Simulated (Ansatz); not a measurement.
## Cu3Pd2, space group P4/mmm: a relaxation of cell and ions, step by step

With the Python package of Ansatz (0.2.0).

Notebook, run cell by cell (the value of a cell's last expression is shown):

**Cell 1**
```python
from pathlib import Path

import ansatz
from ase import Atoms
from ase.data import atomic_numbers
from ase.io import write
import matplotlib.pyplot as plt
import numpy as np
import spglib
```

**Cell 2**
```python
config = {
    "mesh": (9, 9, 2),
    "occupations": "Fermi-Dirac",
}
```

**Cell 3**
```python
def edges_and_angles(cell):
    cell = np.asarray(cell)
    a, b, c = np.linalg.norm(cell, axis=1)
    cosines = cell[1] @ cell[2] / (b * c), cell[0] @ cell[2] / (a * c), cell[0] @ cell[1] / (a * b)
    return (a, b, c, *np.degrees(np.arccos(cosines)))
```

**Cell 4**
```python
lattice = ansatz.Lattice.of(
    (2.972577, 0.0, 0.0),
    (0.0, 2.972577, 0.0),
    (0.0, 0.0, 14.596125),
)
sites = [
    ("Cu", (0.5, 0.5, 0.088946)),
    ("Cu", (0.5, 0.5, 0.295371)),
    ("Cu", (0.5, 0.5, 0.5)),
    ("Cu", (0.5, 0.5, 0.704629)),
    ("Cu", (0.5, 0.5, 0.911054)),
    ("Cu", (0.0, 0.0, 0.0)),
    ("Pd", (0.0, 0.0, 0.191252)),
    ("Pd", (0.0, 0.0, 0.39725)),
    ("Pd", (0.0, 0.0, 0.60275)),
    ("Pd", (0.0, 0.0, 0.808748)),
]
xtal = ansatz.Crystal(lattice=lattice)
for symbol, position in sites:
    xtal = xtal.atom(symbol, position)
```

**Cell 5**
```python
[site.symbol for site in xtal.resolved().sites]
```
Output:
```text
['Cu', 'Cu', 'Cu', 'Cu', 'Cu', 'Cu', 'Pd', 'Pd', 'Pd', 'Pd']
```

**Cell 6**
```python
job = (
    xtal.calculation()
    .functional(ansatz.Functional.PBESOL)
    .kpoints(*config["mesh"])
    .occupations(config["occupations"])
    .relax(fix_cell=["shape"], stress_tolerance=0.1)
    .density()
    .electron_localization_function()
    .output_files(volumetric_format="npy")
)
steps = []
```

**Cell 7**
```python
def follow(event):
    if event["event"] != "relax_step":
        return
    row = event["data"]
    steps.append(row)
    print(f"step {row['step']:3d}  E = {row['lagrangian_ev']:.5f} eV  largest force component = {row['allowed_force_max_ev_ang']:.4f} eV/A  P = {row['pressure_gpa']:.3f} GPa")
```

**Cell 8**
```python
done = job.session().plan(threads=1).execute(on_event=follow)
report = done.report
```
Output:
```text
DeckWarning: basis.ecutwfc = 420 eV, auto-derived from the records' recommended cutoffs: set by Cu (normal level)
step   1  E = -67160.23306 eV  largest force component = 0.0664 eV/A  P = -3.260 GPa
step   2  E = -67160.26012 eV  largest force component = 0.0272 eV/A  P = -0.200 GPa
step   3  E = -67160.26042 eV  largest force component = 0.0167 eV/A  P = -0.008 GPa
step   4  E = -67160.26047 eV  largest force component = 0.0005 eV/A  P = 0.002 GPa
step   5  E = -67160.25905 eV  largest force component = 0.0005 eV/A  P = 0.016 GPa
```

**Cell 9**
```python
{key: value for key, value in report.items() if isinstance(value, (int, float)) and "ev" in key}
```
Output:
```text
{'gap_by_band_count_ev': -2.5877442805438733,
 'fermi_energy_ev': 18.364209962744816,
 'harris_foulkes_ev': -67160.25905407022,
 'scf_correction_max_component_ev_ang': 0.00019732053145987553,
 'free_energy_ev': -67160.25905406979,
 'internal_energy_ev': -67160.12083726138,
 'lagrangian_ev': -67160.25905406979,
 'energy_sigma0_ev': -67160.18994566558,
 'lagrangian_sigma0_ev': -67160.18994566558,
 'lagrangian_above_aufbau_ev': -0.05422650951119312,
 'entropy_ts_ev': 0.1382168084150594,
 'loop_fermi_energy_ev': 18.364209962744816,
 'occupations_fermi_energy_ev': 18.364209962744802}
```

**Cell 10**
```python
sorted(key for key in report if key.endswith("_ev"))
```
Output:
```text
['eigenvalues_ev', 'energy_sigma0_ev', 'entropy_ts_ev', 'fermi_energy_ev', 'free_energy_ev',
 'gap_by_band_count_ev', 'harris_foulkes_ev', 'internal_energy_ev', 'lagrangian_above_aufbau_ev',
 'lagrangian_ev', 'lagrangian_sigma0_ev', 'loop_eigenvalues_ev', 'loop_fermi_energy_ev',
 'occupations_fermi_energy_ev', 'residual_norms_ev']
```

**Cell 11**
```python
report["n_kpoints"], report["n_symmetry_ops"], report["n_pw"]
```
Output:
```text
(30, 16, 2421)
```

**Cell 12**
```python
first, last = steps[0], steps[-1]
symbols = [site.symbol for site in done.lattice.sites]
print(f"energy gained {first['lagrangian_ev'] - last['lagrangian_ev']:.4f} eV in {len(steps) - 1} steps")
for label, vectors in (("before", first["cell_ang"]), ("after", done.lattice.cell_ang)):
    print(label, "a b c (A) {:.4f} {:.4f} {:.4f}  angles {:.2f} {:.2f} {:.2f}".format(*edges_and_angles(vectors)), f" V = {abs(np.linalg.det(vectors)):.3f} A^3")
print("final stress xx yy zz (GPa, compression positive):", np.round(np.diag(report["stress_gpa"]), 3) + 0.0)
```
Output:
```text
energy gained 0.0260 eV in 4 steps
before a b c (A) 2.9726 2.9726 14.5961  angles 90.00 90.00 90.00  V = 128.974 A^3
after a b c (A) 2.9539 2.9539 14.5044  angles 90.00 90.00 90.00  V = 126.558 A^3
final stress xx yy zz (GPa, compression positive): [ 0.172  0.172 -0.298]
```

**Cell 13**
```python
fractions = [site.position_frac for site in done.lattice.sites]
numbers = [atomic_numbers[s] for s in symbols]
for tolerance in (1e-3, 1e-2, 1e-1):
    print(f"space group at {tolerance} A:", spglib.get_spacegroup((done.lattice.cell_ang, fractions, numbers), symprec=tolerance))
```
Output:
```text
space group at 0.001 A: P4/mmm (123)
space group at 0.01 A: P4/mmm (123)
space group at 0.1 A: P4/mmm (123)
```

**Cell 14**
```python
fig, (top, bottom) = plt.subplots(2, 1, sharex=True, figsize=(4.5, 4))
top.plot([s["lagrangian_ev"] - last["lagrangian_ev"] for s in steps], "o-")
top.set_ylabel("E - E(final) (eV)")
bottom.semilogy([max(s["allowed_force_max_ev_ang"], 1e-6) for s in steps], "s-")
bottom.set(xlabel="step", ylabel="largest force (eV/A)")
fig.tight_layout()
fig.savefig("relax.png", dpi=100)

relaxed = Atoms(symbols, positions=[site.position_ang for site in done.lattice.sites], cell=done.lattice.cell_ang, pbc=True)
write("relaxed.vasp", relaxed, format="vasp")
```

**Cell 15**
```python
print("atom   start x y z (A)              end x y z (A)")
for symbol, a, b in zip(symbols, first["positions_ang"], last["positions_ang"]):
    print(f"{symbol:3s}", " ".join(f"{v:8.4f}" for v in a), "  ", " ".join(f"{v:8.4f}" for v in b))
```
Output:
```text
atom   start x y z (A)              end x y z (A)
Cu    1.4863   1.4863   1.2983      1.4769   1.4769   1.2962
Cu    1.4863   1.4863   4.3113      1.4769   1.4769   4.2790
Cu    1.4863   1.4863   7.2981      1.4769   1.4769   7.2522
Cu    1.4863   1.4863  10.2849      1.4769   1.4769  10.2254
Cu    1.4863   1.4863  13.2979      1.4769   1.4769  13.2082
Cu    0.0000   0.0000   0.0000     -0.0000   0.0000   0.0000
Pd    0.0000   0.0000   2.7915     -0.0000  -0.0000   2.7802
Pd    0.0000   0.0000   5.7983      0.0000  -0.0000   5.7633
Pd    0.0000   0.0000   8.7978      0.0000  -0.0000   8.7411
Pd    0.0000   0.0000  11.8046     -0.0000   0.0000  11.7242
```

**Cell 16**
```python
print(f"free energy      {report['free_energy_ev']:.5f} eV")
print(f"per atom         {report['free_energy_ev'] / len(done.lattice.sites):.5f} eV")
print(f"SCF iterations   {report['n_iterations']}  (converged: {report['converged']})")
```
Output:
```text
free energy      -67160.25905 eV
per atom         -6716.02591 eV
SCF iterations   6  (converged: True)
```

**Cell 17**
```python
folder = Path(done.write_results("elf"))
elf = np.load(folder / "elf.npy")
peak = np.unravel_index(elf.argmax(), elf.shape)
print(f"largest ELF {elf.max():.3f} at grid fractions", np.round(np.array(peak) / elf.shape, 3))
for level in (0.2, 0.5, 0.7, 0.8, 0.9):
    print(f"share of the cell with ELF over {level}: {np.mean(elf > level):.3f}")
```
Output:
```text
largest ELF 0.931 at grid fractions [0. 0. 0.]
share of the cell with ELF over 0.2: 0.693
share of the cell with ELF over 0.5: 0.051
share of the cell with ELF over 0.7: 0.005
share of the cell with ELF over 0.8: 0.003
share of the cell with ELF over 0.9: 0.000
```

It writes `relaxed.vasp`:
```text
Cu Pd
 1.0000000000000000
     2.9538959609091284    0.0000000000000000    0.0000000000000000
     0.0000000000000000    2.9538959609091284    0.0000000000000000
     0.0000000000000000    0.0000000000000000   14.5043962469011749
 Cu  Pd
   6   4
Cartesian
  1.4769479804545642  1.4769479804545642  1.2961921378362964
  1.4769479804545642  1.4769479804545642  4.2789935425232262
  1.4769479804545642  1.4769479804545642  7.2521981234505875
  1.4769479804545642  1.4769479804545642 10.2254027043779487
  1.4769479804545642  1.4769479804545642 13.2082041090648801
 -0.0000000000000000  0.0000000000000000  0.0000000000000000
 -0.0000000000000000 -0.0000000000000000  2.7802388852185493
  0.0000000000000000 -0.0000000000000000  5.7632915574262764
  0.0000000000000000 -0.0000000000000000  8.7411046894748967
 -0.0000000000000000  0.0000000000000000 11.7241573616826251
```

Total energies depend on the potentials; only differences at equal settings carry meaning. The mesh is modest for a metal, so energies can be off by several to tens of meV an atom and pressures by half a GPa or more; differences at equal mesh fare better. An absolute Fermi energy rests on an arbitrary zero of the periodic potential and has no direct meaning. Energies along a relaxation are free energies. Rows at an unchanged volume are solved on a plane-wave basis chosen afresh for that cell, so the energy can jump there; the script counts such rows among its steps. A gap by band count of zero or less means overlapping bands, a metal. Densities and potentials on the grid are those of the valence electrons, and inside the cores they hang on the potentials used. This cell is a computed structure, which may not be the phase found in nature. Levels are Kohn-Sham eigenvalues on this mesh, without spin-orbit coupling. Warnings are shown shortened and without file and line. Finished in 110 s on 1 thread of Arm Neoverse V2 (shared host), peak memory 0.77 GiB.
